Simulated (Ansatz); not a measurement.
**InH3 (SMILES [InH3]) at BLYP/def2-TZVP (core potential)**

Aim: the electronic atomisation energy of InH3 at BLYP/def2-TZVP (core potential), from 3 runs. 

The calculation is run with Ansatz 0.2.0.

32 further runs of the same task are left out: 3 that didn't finish, 29 set aside as unsound or not needed.

**1. The molecule**

InH3: 4 atoms, total charge 0, spin state singlet. As SMILES, `[InH3]`. The shape is that of a PBE0-D4/def2-TZVP optimisation.

Bond lengths: In1–H2 1.724 Å, In1–H3 1.724 Å, In1–H4 1.724 Å. Angles: H2–In1–H3 120.0°, H2–In1–H4 120.0°, H3–In1–H4 120.0°.

**2. A single-point energy at BLYP/def2-TZVP (core potential)**

input.yaml

```yaml
crystal:
  periodic: [false, false, false]
  atoms:
    - {symbol: In, position_ang: [0.013900, -0.015100, -0.005100]}
    - {symbol: H, position_ang: [0.415500, 1.516000, 0.678200]}
    - {symbol: H, position_ang: [-1.095600, -0.107300, -1.321400]}
    - {symbol: H, position_ang: [0.721800, -1.454000, 0.628000]}
basis:
  gaussian:
    orbitals: def2-TZVP
hamiltonian:
  xc: {name: BLYP}
accuracy: high
output:
  orbitals: {seedname: orbitals}
```

The run is started by

```console
$ ansatz run input.yaml --threads 1 --pin off --max-ram 3480MiB --events-out events.jsonl --progress --plain --runs-dir runs
```

What it wrote:

```text
Warning: RAYON_NUM_THREADS=1 ignored (pool sized by the plan → 1); use --threads N
Functional definition: BLYP
  name "BLYP"
  parameter beta = 0.0042
  parameter a = 0.04918
  parameter b = 0.132
  parameter c = 0.2533
  parameter d = 0.349
  exchange = b88_x(beta = beta)
  correlation = lyp_c(a = a, b = b, c = c, d = d)
1334 factors; integrals over basis functions are off by at most 2.7e-9 eV
mean field evaluation 1: about -5218.7344 eV, gradient 2.1e1 eV
mean field evaluation 2: about -5219.2971 eV, gradient 1.9e1 eV
mean field evaluation 4: about -5220.1971 eV, gradient 2.4e-1 eV
mean field evaluation 8: about -5220.1960 eV, gradient 3.1e-3 eV
mean field evaluation 16: about -5220.1960 eV, gradient 4.0e-8 eV
mean field -5220.19598904 eV, -191.8386642212 hartree, gradient 4.0e-8 eV, S^2 0.000000; 0 other end points of the search recorded, 0 dependent functions left out
reference -5220.19603632 eV, -191.8386659589 hartree; 12, 12 occupied and 56, 56 virtual orbitals, 1334 factors
Total energy: -5220.19603632 eV, -191.8386659589 hartree
```

It took 3.3 s on 1 thread of Arm Neoverse V2, shared host; peak memory 0.15 GiB.

**3. The H atom, same level**

job.yaml

```yaml
crystal:
  periodic: [false, false, false]
  atoms:
    - {symbol: H, position_ang: [0.000000, 0.000000, 0.000000]}
basis:
  gaussian: {orbitals: def2-TZVP}
total_charge: 0
magnetization: {spin_polarized: true, initial_magnetization: 1}
hamiltonian: {xc: {name: BLYP}}
accuracy: high
```

Run the same way, it converges to -0.49755 Eh (log not shown).

**4. The In atom at the same level**

input.yaml

```yaml
crystal:
  periodic: [false, false, false]
  atoms:
    - symbol: In
      position_ang: [0.000000, 0.000000, 0.000000]
basis:
  gaussian: {orbitals: def2-TZVP}
magnetization: {spin_polarized: true, initial_magnetization: 1}
hamiltonian: {xc: {name: BLYP}}
accuracy: high
```

Run the same way, it converges to -190.08095 Eh (log not shown).

**5. Results**

At BLYP/def2-TZVP (core potential):

| quantity | value |
| --- | --- |
| molecule: total energy | -191.83867 Eh |
| molecule: HOMO energy | -6.91 eV |
| molecule: LUMO energy | -2.64 eV |
| molecule: HOMO–LUMO gap | 4.27 eV |
| H atom: total energy | -0.49755 Eh |
| H atom: ⟨S²⟩ | 0.750 |
| In atom: total energy | -190.08095 Eh |
| In atom: ⟨S²⟩ | 0.751 |
| electronic atomisation energy | 7.213 eV |

In words: Taking the molecule apart into free atoms costs 7.21 eV (696 kJ/mol), before zero-point energy and without spin-orbit coupling.
